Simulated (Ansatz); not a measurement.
# C₃H₄F₂O₃Ti: up Jacob's ladder to CCSD(T)

One table from this session's results is given with a row withheld; the runs are named, their logs left out.

Program: Ansatz 0.2.0, Gaussian basis. Level of theory: functionals in def2-TZVPP, the program's frozen cores in correlated methods. These are calculated values, not measurements.

Plan: LDA (SPW92), PBE-D4, revPBE-D4, BLYP-D4, r2SCAN-D4, B97M-V, PBE0-D4, B3LYP-D4, r2SCANh-D4, r2SCAN0-D4, HSE06-D4, BHLYP-D4, CAM-B3LYP-D4, LC-ωPBE, ωB97X-V, ωB97M-V, B2PLYP, PBE-QIDH; CCSD(T)/def2-SVP; CCSD(T)/def2-TZVPP; MP2/def2-QZVPP; extrapolation to the limit; RPA on PBE.

### The relaxed structure

An earlier PBE0-D4 in a triple-zeta def2 set relaxation fixed the geometry.

13 atoms, charge 0, spin multiplicity 1.

Atoms are counted from 1 here; the program's logs count them from 0.

Bond lengths: O1–Ti2 1.786 Å, O1–H10 0.961 Å, Ti2–F3 1.772 Å, Ti2–F4 1.761 Å, Ti2–O5 2.048 Å, Ti2–O9 1.973 Å, O5–C6 1.252 Å, C6–C7 1.396 Å, C6–H11 1.097 Å, C7–C8 1.378 Å, C7–H12 1.080 Å, C8–O9 1.272 Å, C8–H13 1.094 Å. Angles: Ti2–O1–H10 122.1°, O1–Ti2–F3 98.4°, O1–Ti2–F4 115.2°, O1–Ti2–O5 89.5°, O1–Ti2–O9 116.9°, F3–Ti2–F4 97.6°, F3–Ti2–O5 168.0°, F3–Ti2–O9 86.7°, F4–Ti2–O5 87.1°, F4–Ti2–O9 126.4°, O5–Ti2–O9 81.6°, Ti2–O5–C6 133.5°, O5–C6–C7 124.7°, O5–C6–H11 116.5°, C7–C6–H11 118.9°, C6–C7–C8 119.8°, C6–C7–H12 120.2°, C8–C7–H12 120.0° and more.

Geometry (Å):

```xyz
13
charge 0, multiplicity 1
O     1.0794    2.0699   -0.9876
Ti    1.3791    0.3590   -0.5700
F     2.9153    0.5684    0.2872
F     1.9819   -0.6401   -1.8894
O    -0.5071   -0.1090   -1.2149
C    -1.5431   -0.5040   -0.6332
C    -1.6234   -0.8058    0.7277
C    -0.5053   -0.6824    1.5243
O     0.6412   -0.2858    1.1423
H     1.7492    2.7492   -0.8686
H    -2.4381   -0.6228   -1.2555
H    -2.5540   -1.1515    1.1532
H    -0.5750   -0.9453    2.5845
```

The first run:

File in.yaml:

```yaml
crystal:
  periodic: [false, false, false]
  atoms:
    - {symbol: O, position_ang: [1.079364, 2.069875, -0.987589]}
    - {symbol: Ti, position_ang: [1.379088, 0.359036, -0.569972]}
    - {symbol: F, position_ang: [2.915281, 0.568381, 0.287171]}
    - {symbol: F, position_ang: [1.981867, -0.640106, -1.889376]}
    - {symbol: O, position_ang: [-0.507091, -0.109015, -1.214923]}
    - {symbol: C, position_ang: [-1.543061, -0.503950, -0.633218]}
    - {symbol: C, position_ang: [-1.623383, -0.805753, 0.727734]}
    - {symbol: C, position_ang: [-0.505342, -0.682356, 1.524339]}
    - {symbol: O, position_ang: [0.641229, -0.285796, 1.142260]}
    - {symbol: H, position_ang: [1.749199, 2.749229, -0.868574]}
    - {symbol: H, position_ang: [-2.438088, -0.622792, -1.255530]}
    - {symbol: H, position_ang: [-2.554008, -1.151503, 1.153201]}
    - {symbol: H, position_ang: [-0.575035, -0.945252, 2.584467]}
basis:
  gaussian: {orbitals: def2-TZVPP}
hamiltonian: {xc: lda}
output: {orbitals: {seedname: orbitals}}
```

Command:

```console
ansatz run in.yaml --threads 4 --pin off --events-out ev --progress --plain --max-ram 66560MiB --backend cuda --devices 0, --max-vram 37GiB
```

Steps of the session up to this table: LDA; PBE-D4 (GGA); revPBE-D4 (GGA); BLYP-D4 (GGA); r2SCAN-D4 (meta-GGA); B97M-V (meta-GGA); B3LYP-D4 (hybrid); r2SCANh-D4 (hybrid); r2SCAN0-D4 (hybrid); HSE06-D4 (hybrid); BHLYP-D4 (hybrid); CAM-B3LYP-D4 (range-separated); LC-ωPBE (range-separated); ωB97X-V (range-separated); ωB97M-V (range-separated); B2PLYP (double hybrid); PBE-QIDH (double hybrid).

One table of the session follows, with a row left open; its other results are not shown here.

It belongs to the step «Orbital energies across the functionals». 

| functional | HOMO (eV) | LUMO (eV) | gap (eV) |
| --- | --- | --- | --- |
| LDA (SPW92) | -7.08 | -3.83 | 3.25 |
| PBE-D4 | -6.83 | -3.54 | 3.29 |
| revPBE-D4 | -6.74 | -3.43 | 3.31 |
| BLYP-D4 | -6.69 | -3.43 | 3.26 |
| r2SCAN-D4 | -7.06 | -3.45 | 3.61 |
| B97M-V | -7.06 | -3.41 | 3.65 |
| PBE0-D4 | -7.95 | -2.66 | 5.29 |
| B3LYP-D4 | -7.75 | -2.90 | 4.85 |
| r2SCANh-D4 | -7.49 | -3.11 | 4.37 |
| r2SCAN0-D4 | ? | ? | ? |
| HSE06-D4 | -7.56 | -3.04 | 4.52 |
| BHLYP-D4 | -8.96 | -1.63 | 7.33 |
| CAM-B3LYP-D4 | -9.21 | -1.57 | 7.65 |
| LC-ωPBE | -10.43 | -0.41 | 10.02 |
| ωB97X-V | -10.12 | -0.44 | 9.68 |
| ωB97M-V | -10.05 | -0.50 | 9.55 |

**Question.** Estimate the row for r2SCAN0-D4.

Worked estimate for «HOMO (eV)». Against the share of exact exchange, r2SCAN-D4 (0, -7.06), r2SCANh-D4 (0.1, -7.49) give a slope of -4.30 per unit share; at 0.25 the line stands at -8.13.

The run gave: HOMO (eV): -8.13; LUMO (eV): -2.60; gap (eV): 5.52. In «HOMO (eV)» the line misses by 0.00.
